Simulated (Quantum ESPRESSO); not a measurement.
## GaF in Quantum ESPRESSO: the effect of dispersion

The system is GaF.

```
Ga F
1.0
     0.00000    2.84624    2.84624
     2.84624    0.00000    2.84624
     2.84624    2.84624    0.00000
Ga F
1 1
Direct
  0.25000 0.25000 0.25000
  0.00000 0.00000 0.00000
```

The cell was built by a generator and needn't be a form met in nature.

Alike in all runs:

```yaml
Program: Quantum ESPRESSO 7.5
Task: phonons
Potentials_or_basis: JTH 2.0 PBE
Cutoff: 707 eV
Density_cutoff: 4245 eV
k_mesh: 6 × 6 × 6, shifted
Occupations: fermi-dirac, width 0.05 eV
Spin: no spin polarisation
```

Each run relaxes the cell or the atoms first.

| dispersion | functional | relaxed volume (Å³/atom) | dielectric constant (mean) | highest phonon frequency (cm⁻¹) |
| --- | --- | --- | --- | --- |
| none | PBE | ? | ? | ? |
| D2 | PBE | 21.26 | 4.40 | 83 |
| D3(BJ) two-body | PBE | 24.08 | 3.66 | 99 |
| rVV10 | rPW86PBE | 21.95 | 4.21 | 98 |
| rev-vdW-DF2 | rev-vdW-DF2 | 22.12 | 4.05 | 80 |

Problem. What does the run with dispersion none give?

Solution. Relaxed volume 22.71 Å³/atom; dielectric constant 3.96 mean; highest phonon frequency 69 cm⁻¹.

Caveats: the potentials were made for another functional, which shifts forces and pressure (some runs).
